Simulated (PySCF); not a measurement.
# CrH3 (quartet): changing the method

Aim: see what other levels and later steps give for CrH3 (quartet).

The runs use PySCF 2.14.0; method and basis as typed in the scripts.

3 further runs of the same task are left out: 3 that didn't finish.

### Step 1. Where the work starts

CrH3 (quartet): 4 atoms, charge 0, spin multiplicity 4.

Bond lengths: Cr1–H2 1.664 Å, Cr1–H3 1.664 Å, Cr1–H4 1.664 Å. Angles: H2–Cr1–H3 106.8°, H2–Cr1–H4 106.8°, H3–Cr1–H4 106.8°.

As a file:

```
Cr    0.00000    0.00000   -0.03430
H     1.54320    0.00000    0.58930
H    -0.77160    1.33640    0.58930
H    -0.77160   -1.33640    0.58930
```

### Step 2. The run that the others are compared with

The input, input.py:

```python
from pyscf import gto, scf

mol = gto.M(
    atom='Cr 0 0 -0.0343; H 1.5432 0 0.5893; H -0.7716 1.3364 0.5893; H -0.7716 -1.3364 0.5893',
    basis='6-31g',
    charge=0,
    spin=3,
    symmetry=True,
    verbose=4,
)
mf = scf.ROHF(mol)
mf.kernel()
mf.analyze()
print('orbital energies (hartree):', mf.mo_energy[..., max(0, mol.nelec[1]-3):mol.nelec[0]+3].round(4))
```

Launch:

```console
$ OMP_NUM_THREADS=1 python input.py
```

### Step 3. Gradient

Edit 1 changes step after the SCF: analyze → gradient.

Edit input.py of step 2 so:

```diff
@@ -12,3 +12,4 @@
 mf.kernel()
-mf.analyze()
+mf.nuc_grad_method().kernel()
+mf.dip_moment()
 print('orbital energies (hartree):', mf.mo_energy[..., max(0, mol.nelec[1]-3):mol.nelec[0]+3].round(4))
```

### Step 4. CASSCF

Edit 2 changes step after the SCF: analyze → casscf; active space: none → 9 electrons in 8 orbitals.

Edit input.py of step 2 so:

```diff
@@ -1,2 +1,2 @@
-from pyscf import gto, scf
+from pyscf import gto, scf, mcscf
 
@@ -12,3 +12,6 @@
 mf.kernel()
-mf.analyze()
+mc = mcscf.CASSCF(mf, 8, 9)
+mc.kernel()
+mc.analyze()
+mf.dip_moment()
 print('orbital energies (hartree):', mf.mo_energy[..., max(0, mol.nelec[1]-3):mol.nelec[0]+3].round(4))
```

**Question.** What will these runs give? Wanted: for each run, E(SCF); from base; SCF dipole; after the SCF.

As calculated:

| run | E(SCF) (hartree) | from base (eV) | cycles | SCF dipole (D) | after the SCF |
| --- | --- | --- | --- | --- | --- |
| base | -1044.793028 | 0 | 14 | 4.54 | n/a |
| gradient | -1044.793028 | 0.0000 | 14 | 4.54 | n/a |
| CASSCF | -1044.793028 | 0.0000 | 14 | 4.54 | CASSCF correlation -1.596 eV |

The dearest run is “CASSCF”, at 6.6 s against 1.7 s.
